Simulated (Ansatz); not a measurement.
# AlFH₃Sb: up Jacob's ladder to CCSD(T)

The task here is to estimate one member of a computed series from the others.

Program: Ansatz 0.2.0, Gaussian basis. Level of theory: functionals in def2-TZVPP, the program's frozen cores in correlated methods. These are calculated values, not measurements.

The runs, in order: LDA (SPW92), PBE-D4, revPBE-D4, BLYP-D4, r2SCAN-D4, B97M-V, PBE0-D4, B3LYP-D4, r2SCANh-D4, r2SCAN0-D4, HSE06-D4, BHLYP-D4, CAM-B3LYP-D4, LC-ωPBE, ωB97X-V, ωB97M-V, B2PLYP, PBE-QIDH; CCSD(T)/def2-SVP; CCSD(T)/def2-TZVPP; MP2/def2-QZVPP; extrapolation to the limit; RPA on PBE.

1 further run of the same task is left out (for a known fault of the program).

## Structure used throughout

An earlier PBE0-D4 in a triple-zeta def2 set relaxation fixed the geometry. Sb takes the def2 core potential; no spin-orbit term is included.

SMILES `[F][AlH][SbH2]`, 6 atoms, charge 0, spin multiplicity 1.

Atoms are counted from 1 here; the program's logs count them from 0.

Bond lengths: F1–Al2 1.653 Å, Al2–Sb3 2.636 Å, Al2–H4 1.582 Å, Sb3–H5 1.710 Å, Sb3–H6 1.709 Å. Angles: F1–Al2–Sb3 116.3°, F1–Al2–H4 116.4°, Sb3–Al2–H4 127.3°, Al2–Sb3–H5 88.3°, Al2–Sb3–H6 87.8°, H5–Sb3–H6 91.6°.

Set-up of the first run:

Contents of in.yaml:

```yaml
crystal:
  periodic: [false, false, false]
  atoms:
    - {symbol: F, position_ang: [-1.114571, -1.632440, 1.262318]}
    - {symbol: Al, position_ang: [-0.336098, -1.039295, -0.069796]}
    - {symbol: Sb, position_ang: [1.279882, 1.003655, 0.334777]}
    - {symbol: H, position_ang: [-0.594815, -1.800718, -1.431681]}
    - {symbol: H, position_ang: [0.842128, 1.591991, -1.209922]}
    - {symbol: H, position_ang: [-0.034426, 1.812905, 1.068103]}
basis:
  gaussian: {orbitals: def2-TZVPP}
hamiltonian: {xc: lda}
output: {orbitals: {seedname: orbitals}}
```

Started as:

```sh
$ ansatz run in.yaml --threads 2 --pin off --events-out ev --progress --plain --max-ram 4352MiB
```

Steps of the session up to this table: LDA; PBE-D4 (GGA); revPBE-D4 (GGA); BLYP-D4 (GGA); r2SCAN-D4 (meta-GGA); B97M-V (meta-GGA); B3LYP-D4 (hybrid); r2SCANh-D4 (hybrid); r2SCAN0-D4 (hybrid); HSE06-D4 (hybrid); BHLYP-D4 (hybrid); CAM-B3LYP-D4 (range-separated); LC-ωPBE (range-separated); ωB97X-V (range-separated); ωB97M-V (range-separated); B2PLYP (double hybrid); PBE-QIDH (double hybrid).

One table of the session follows, with a row left open; its other results are not shown here.

It belongs to the step «Orbital energies across the functionals». 

```
  functional  HOMO (eV)  LUMO (eV)  gap (eV)
 LDA (SPW92)      -6.34      -2.45      3.89
      PBE-D4      -6.20      -2.23      3.97
   revPBE-D4      -6.15      -2.14      4.02
     BLYP-D4      -6.05      -2.10      3.95
   r2SCAN-D4      -6.44      -1.98      4.46
      B97M-V      -6.42      -2.12      4.30
     PBE0-D4      -7.18      -1.50      5.69
    B3LYP-D4      -6.99      -1.68      5.31
  r2SCANh-D4      -6.80      -1.72      5.07
  r2SCAN0-D4          ?          ?         ?
    HSE06-D4      -6.80      -1.86      4.94
    BHLYP-D4      -8.02      -0.73      7.29
CAM-B3LYP-D4      -8.35      -0.55      7.80
     LC-ωPBE      -9.57       0.50     10.07
     ωB97X-V      -9.27       0.40      9.67
     ωB97M-V      -9.11       0.15      9.26
```

Q: Estimate the row for r2SCAN0-D4 from the others.

Worked estimate for «HOMO (eV)». Against the share of exact exchange, r2SCAN-D4 (0, -6.44), r2SCANh-D4 (0.1, -6.80) give a slope of -3.60 per unit share; at 0.25 the line stands at -7.34.

The run gave: HOMO (eV): -7.34; LUMO (eV): -1.35; gap (eV): 5.99. In «HOMO (eV)» the line misses by 0.00.
